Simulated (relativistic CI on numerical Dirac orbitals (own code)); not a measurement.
# Ti¹⁸⁺: one ion under different settings

How much do the settings matter for Ti¹⁸⁺? One ion, several inputs.

The numbers are computed with relativistic CI on numerical Dirac orbitals (own code) version 3 (Dirac-Coulomb-Breit CI, KLI orbitals optimised for each configuration, model QED (radiative potential, 1s self-energy scaled to tabulated hydrogen-like ionisation energies), numerical settings as typed), except any that are marked as measured or tabulated.

### Step 1. The system

```
ion            : Ti¹⁸⁺ (Ti XIX)
nuclear charge : 22
electrons      : 4
isotope        : A = 48
```

### Step 2. The usual input

Input settings:

```ini
atom Ti  Z=22  charge=18  electrons=4
nucleus A=48  rms_radius_fm=3.5921
hamiltonian dirac-coulomb  breit=on  qed=on  c_scale=1
orbitals kli  potential=per-configuration
slater_scale 1
correlation none
mixing on
grid step=0.0125 r_max=5.7
scf mixing=0.4 start=green max_iterations=150 tolerance=2e-08 node_fill=0.05
configurations
  [He] 2s2
  [He] 2s 2p
end
```

On the command line:

```
python run_levels.py task.json out
```

One command runs all members of the session, one after another, from task.json.

Main fields of the result record, rounded:

```text
{
  "status": "converged",
  "levels [i, E_cm, J2, conf, term, w_term, w_jj]": [
    [0, 0, 0, "2s2", "1S", 1, 1],
    [1, 235837.38, 0, "2s 2p", "3P*", 1, 1],
    [2, 252365.38, 2, "2s 2p", "3P*", 0.9908, 0.7536],
    [3, 294786.29, 4, "2s 2p", "3P*", 1, 1],
    [4, 550387.07, 2, "2s 2p", "1P*", 0.9908, 0.7536]
  ],
  "total_energy [Ha]": -574.70674407,
  "n_levels_all": 5,
  "overlap": 3.19541e-14,
  "scf_iterations": [8, 9],
  "orbital_energies [Ha]": {"1s": -218.406, "2s": -49.2511},
  "configurations [conf, odd, states, E_av_Ha, breit_Ha, qed_Ha]": [
    ["2s2", 0, 1, -575.046692, 0.1621, 0.1779],
    ["2s 2p", 1, 12, -573.4747708, 0.1633, 0.1683]
  ],
  "scf_steps of the first configuration [iteration, E_Ha, residual, outer_eigenvalue_Ha]": [
    [1, -574.2661718, 1.29, -56.23],
    [2, -574.7684757, 0.765, -53.31],
    [3, -575.0467577, 0.00785, -49.27],
    [4, -575.0466818, 0.00168, -49.26],
    [5, -575.0466919, 1.05e-05, -49.25],
    [6, -575.046692, 1.88e-06, -49.25],
    [7, -575.046692, 2.53e-08, -49.25],
    [8, -575.046692, 4.97e-10, -49.25]
  ]
}
```

Wall time 0.037 s (1 thread, shared host).

### Step 3. Speed-of-light factor 2, potential mixing 0.9

Input settings:

```ini
atom Ti  Z=22  charge=18  electrons=4
nucleus A=48  rms_radius_fm=3.5921
hamiltonian dirac-coulomb  breit=on  qed=on  c_scale=2
orbitals kli  potential=per-configuration
slater_scale 1
correlation none
mixing on
grid step=0.0125 r_max=5.7
scf mixing=0.9 start=green max_iterations=150 tolerance=2e-08 node_fill=0.05
configurations
  [He] 2s2
  [He] 2s 2p
end
```

Main fields:

```text
{
  "status": "converged",
  "levels [i, E_cm, J2, conf, term, w_term]": [
    [0, 0, 0, "2s2", "1S", 1],
    [1, 227501.32, 0, "2s 2p", "3P*", 1],
    [2, 232101.75, 2, "2s 2p", "3P*", 0.9993],
    [3, 242126.79, 4, "2s 2p", "3P*", 1],
    [4, 508411.83, 2, "2s 2p", "1P*", 0.9993]
  ],
  "total_energy [Ha]": -571.99026434,
  "n_levels_all": 5,
  "overlap": 3.31481e-14,
  "scf_iterations": [6, 6],
  "orbital_energies [Ha]": {"1s": -217.405, "2s": -48.9717},
  "configurations [conf, odd, states, E_av_Ha, breit_Ha, qed_Ha]": [
    ["2s2", 0, 1, -572.1879529, 0.04027, 0.1574],
    ["2s 2p", 1, 12, -570.7903925, 0.04059, 0.1491]
  ],
  "scf_steps of the first configuration [iteration, E_Ha, residual, outer_eigenvalue_Ha]": [
    [1, -571.4226422, 1.28, -55.86],
    [2, -572.1830984, 0.0926, -49.52],
    [3, -572.1879629, 0.000957, -48.98],
    [4, -572.1879528, 1.78e-05, -48.97],
    [5, -572.1879529, 3.83e-07, -48.97],
    [6, -572.1879529, 1.06e-09, -48.97]
  ]
}
```

Wall time 0.037 s (1 thread, shared host).

A changed speed of light describes a fictitious ion. The QED potentials keep the true α.

### Step 4. Grid step 0.008

Input settings:

```ini
atom Ti  Z=22  charge=18  electrons=4
nucleus A=48  rms_radius_fm=3.5921
hamiltonian dirac-coulomb  breit=on  qed=on  c_scale=1
orbitals kli  potential=per-configuration
slater_scale 1
correlation none
mixing on
grid step=0.008 r_max=5.7
scf mixing=0.4 start=green max_iterations=150 tolerance=2e-08 node_fill=0.05
configurations
  [He] 2s2
  [He] 2s 2p
end
```

Main fields:

```text
{
  "status": "converged",
  "levels [i, E_cm, J2, conf, term, w_term]": [
    [0, 0, 0, "2s2", "1S", 1],
    [1, 235837.39, 0, "2s 2p", "3P*", 1],
    [2, 252365.38, 2, "2s 2p", "3P*", 0.9908],
    [3, 294786.3, 4, "2s 2p", "3P*", 1],
    [4, 550387.08, 2, "2s 2p", "1P*", 0.9908]
  ],
  "total_energy [Ha]": -574.70676107,
  "n_levels_all": 5,
  "overlap": 6.39168e-15,
  "scf_iterations": [8, 9],
  "orbital_energies [Ha]": {"1s": -218.406, "2s": -49.2511},
  "configurations [conf, odd, states, E_av_Ha, breit_Ha, qed_Ha]": [
    ["2s2", 0, 1, -575.0467088, 0.1621, 0.1779],
    ["2s 2p", 1, 12, -573.4747876, 0.1633, 0.1683]
  ],
  "scf_steps of the first configuration [iteration, E_Ha, residual, outer_eigenvalue_Ha]": [
    [1, -574.2661887, 1.29, -56.23],
    [2, -574.7684926, 0.765, -53.31],
    [3, -575.0467746, 0.00785, -49.27],
    [4, -575.0466987, 0.00168, -49.26],
    [5, -575.0467088, 1.05e-05, -49.25],
    [6, -575.0467088, 1.88e-06, -49.25],
    [7, -575.0467088, 2.53e-08, -49.25],
    [8, -575.0467088, 4.97e-10, -49.25]
  ]
}
```

Run time: 0.059 s. Hardware: 1 thread, shared host.

### Step 5. Speed-of-light factor 1.25

Input settings:

```ini
atom Ti  Z=22  charge=18  electrons=4
nucleus A=48  rms_radius_fm=3.5921
hamiltonian dirac-coulomb  breit=on  qed=on  c_scale=1.25
orbitals kli  potential=per-configuration
slater_scale 1
correlation none
mixing on
grid step=0.0125 r_max=5.7
scf mixing=0.4 start=green max_iterations=150 tolerance=2e-08 node_fill=0.05
configurations
  [He] 2s2
  [He] 2s 2p
end
```

Main fields:

```text
{
  "status": "converged",
  "levels [i, E_cm, J2, conf, term, w_term]": [
    [0, 0, 0, "2s2", "1S", 1],
    [1, 231790.22, 0, "2s 2p", "3P*", 1],
    [2, 242919.36, 2, "2s 2p", "3P*", 0.996],
    [3, 269356.55, 4, "2s 2p", "3P*", 1],
    [4, 529757.25, 2, "2s 2p", "1P*", 0.996]
  ],
  "total_energy [Ha]": -573.39529548,
  "n_levels_all": 5,
  "overlap": 3.17128e-14,
  "scf_iterations": [8, 9],
  "orbital_energies [Ha]": {"1s": -217.923, "2s": -49.1163},
  "configurations [conf, odd, states, E_av_Ha, breit_Ha, qed_Ha]": [
    ["2s2", 0, 1, -573.6675434, 0.1034, 0.1688],
    ["2s 2p", 1, 12, -572.1798252, 0.1042, 0.1598]
  ],
  "scf_steps of the first configuration [iteration, E_Ha, residual, outer_eigenvalue_Ha]": [
    [1, -572.8943806, 1.28, -56.05],
    [2, -573.3919455, 0.763, -53.15],
    [3, -573.6676066, 0.00775, -49.13],
    [4, -573.6675337, 0.00167, -49.13],
    [5, -573.6675433, 1.03e-05, -49.12],
    [6, -573.6675434, 1.87e-06, -49.12],
    [7, -573.6675434, 2.5e-08, -49.12],
    [8, -573.6675434, 4.96e-10, -49.12]
  ]
}
```

It took 0.039 s on 1 thread, shared host.

With a scaled speed of light this is not the real ion; the QED potentials keep the true α and change only through the orbitals.

### Step 6. Iteration limit 30

Input settings:

```ini
atom Ti  Z=22  charge=18  electrons=4
nucleus A=48  rms_radius_fm=3.5921
hamiltonian dirac-coulomb  breit=on  qed=on  c_scale=1
orbitals kli  potential=per-configuration
slater_scale 1
correlation none
mixing on
grid step=0.0125 r_max=5.7
scf mixing=0.4 start=green max_iterations=30 tolerance=2e-08 node_fill=0.05
configurations
  [He] 2s2
  [He] 2s 2p
end
```

Main fields:

```text
{
  "status": "converged",
  "levels [i, E_cm, J2, conf, term, w_term]": [
    [0, 0, 0, "2s2", "1S", 1],
    [1, 235837.38, 0, "2s 2p", "3P*", 1],
    [2, 252365.38, 2, "2s 2p", "3P*", 0.9908],
    [3, 294786.29, 4, "2s 2p", "3P*", 1],
    [4, 550387.07, 2, "2s 2p", "1P*", 0.9908]
  ],
  "total_energy [Ha]": -574.70674407,
  "n_levels_all": 5,
  "overlap": 3.19541e-14,
  "scf_iterations": [8, 9],
  "orbital_energies [Ha]": {"1s": -218.406, "2s": -49.2511},
  "configurations [conf, odd, states, E_av_Ha, breit_Ha, qed_Ha]": [
    ["2s2", 0, 1, -575.046692, 0.1621, 0.1779],
    ["2s 2p", 1, 12, -573.4747708, 0.1633, 0.1683]
  ],
  "scf_steps of the first configuration [iteration, E_Ha, residual, outer_eigenvalue_Ha]": [
    [1, -574.2661718, 1.29, -56.23],
    [2, -574.7684757, 0.765, -53.31],
    [3, -575.0467577, 0.00785, -49.27],
    [4, -575.0466818, 0.00168, -49.26],
    [5, -575.0466919, 1.05e-05, -49.25],
    [6, -575.046692, 1.88e-06, -49.25],
    [7, -575.046692, 2.53e-08, -49.25],
    [8, -575.046692, 4.97e-10, -49.25]
  ]
}
```

Run time: 0.04 s. Hardware: 1 thread, shared host.

### Step 7. Nuclear radius 359.21

Input settings:

```ini
atom Ti  Z=22  charge=18  electrons=4
nucleus A=48  rms_radius_fm=359.2100
hamiltonian dirac-coulomb  breit=on  qed=on  c_scale=1
orbitals kli  potential=per-configuration
slater_scale 1
correlation none
mixing on
grid step=0.0125 r_max=5.7
scf mixing=0.4 start=green max_iterations=58 tolerance=2e-08 node_fill=0.05
configurations
  [He] 2s2
  [He] 2s 2p
end
```

Main fields:

```text
{
  "status": "converged",
  "levels [i, E_cm, J2, conf, term, w_term]": [
    [0, 0, 0, "2s2", "1S", 1],
    [1, 98512.823, 0, "2s 2p", "3P*", 1],
    [2, 114891.14, 2, "2s 2p", "3P*", 0.9906],
    [3, 157026.5, 4, "2s 2p", "3P*", 1],
    [4, 407305.73, 2, "2s 2p", "1P*", 0.9906]
  ],
  "total_energy [Ha]": -562.20080036,
  "n_levels_all": 5,
  "overlap": 3.54454e-14,
  "scf_iterations": [8, 9],
  "orbital_energies [Ha]": {"1s": -213.109, "2s": -48.6594},
  "configurations [conf, odd, states, E_av_Ha, breit_Ha, qed_Ha]": [
    ["2s2", 0, 1, -562.4783179, 0.1482, 0.1293],
    ["2s 2p", 1, 12, -561.5433047, 0.1505, 0.1224]
  ],
  "scf_steps of the first configuration [iteration, E_Ha, residual, outer_eigenvalue_Ha]": [
    [1, -561.7175289, 1.27, -55.48],
    [2, -562.2070236, 0.753, -52.63],
    [3, -562.4783852, 0.00766, -48.68],
    [4, -562.4783073, 0.00165, -48.67],
    [5, -562.4783179, 1.02e-05, -48.66],
    [6, -562.4783179, 1.86e-06, -48.66],
    [7, -562.4783179, 2.46e-08, -48.66],
    [8, -562.4783179, 4.93e-10, -48.66]
  ]
}
```

It took 0.039 s on 1 thread, shared host.

A bad setting: its result is shown only for the comparison.

### Step 8. Speed-of-light factor 0.4

Input settings:

```ini
atom Ti  Z=22  charge=18  electrons=4
nucleus A=48  rms_radius_fm=3.5921
hamiltonian dirac-coulomb  breit=on  qed=on  c_scale=0.4
orbitals kli  potential=per-configuration
slater_scale 1
correlation none
mixing on
grid step=0.0125 r_max=5.7
scf mixing=0.4 start=green max_iterations=69 tolerance=2e-08 node_fill=0.05
configurations
  [He] 2s2
  [He] 2s 2p
end
```

Main fields:

```text
{
  "status": "converged",
  "levels [i, E_cm, J2, conf, term, w_term]": [
    [0, 0, 0, "2s2", "1S", 1],
    [1, 302857.67, 0, "2s 2p", "3P*", 1],
    [2, 358067.27, 2, "2s 2p", "3P*", 0.8688],
    [3, 699604.06, 4, "2s 2p", "3P*", 1],
    [4, 925697.66, 2, "2s 2p", "1P*", 0.8688]
  ],
  "total_energy [Ha]": -595.40906776,
  "n_levels_all": 5,
  "overlap": 4.15126e-14,
  "scf_iterations": [8, 8],
  "orbital_energies [Ha]": {"1s": -225.998, "2s": -51.3778},
  "configurations [conf, odd, states, E_av_Ha, breit_Ha, qed_Ha]": [
    ["2s2", 0, 1, -596.7759353, 1.062, 0.3052],
    ["2s 2p", 1, 12, -593.8569677, 1.066, 0.2872]
  ],
  "scf_steps of the first configuration [iteration, E_Ha, residual, outer_eigenvalue_Ha]": [
    [1, -595.8745195, 1.36, -59.05],
    [2, -596.4547429, 0.806, -55.84],
    [3, -596.7760493, 0.00947, -51.4],
    [4, -596.7759171, 0.00189, -51.39],
    [5, -596.7759352, 1.28e-05, -51.38],
    [6, -596.7759352, 2.02e-06, -51.38],
    [7, -596.7759353, 3.06e-08, -51.38],
    [8, -596.7759353, 5.32e-10, -51.38]
  ]
}
```

Run time: 0.039 s. Hardware: 1 thread, shared host.

A bad setting: its result is shown only for the comparison.

With a scaled speed of light this is not the real ion; the QED potentials keep the true α and change only through the orbitals.

### Step 9. The runs side by side

| setting | total energy less usual (Ha) | largest shift of a level among the lowest eight of both runs, same label and place (cm⁻¹) | SCF iterations | time | lowest level | kind of change |
| --- | --- | --- | --- | --- | --- | --- |
| usual | 0 | 0 | 17 | 0.037 s | 2s2 1S0 | - |
| speed-of-light factor 2, potential mixing 0.9 | 2.72 | 52700 | 12 | 0.037 s | 2s2 1S0 | unphysical constant |
| grid step 0.008 | -1.7e-05 | 0.0124 | 17 | 0.059 s | 2s2 1S0 | numerical |
| speed-of-light factor 1.25 | 1.31 | 25400 | 17 | 0.039 s | 2s2 1S0 | unphysical constant |
| iteration limit 30 | 0 | 0 | 17 | 0.04 s | 2s2 1S0 | numerical |
| nuclear radius 359.21 | 12.5 | 143000 | 17 | 0.039 s | 2s2 1S0 | unsound |
| speed-of-light factor 0.4 | -20.7 | 405000 | 16 | 0.039 s | 2s2 1S0 | unsound |

### Step 10. Results

```
                    quantity         value
lowest level, usual settings       2s2 1S0
                total energy  -574.7067 Ha
            first excitation   235837 cm⁻¹
```

What this shows: Among the runs whose levels can be followed, they move most under «speed-of-light factor 0.4» (unsound), by up to 405000 cm⁻¹. No visible change in the result comes from «iteration limit 30». Only the listed configurations are in the model.
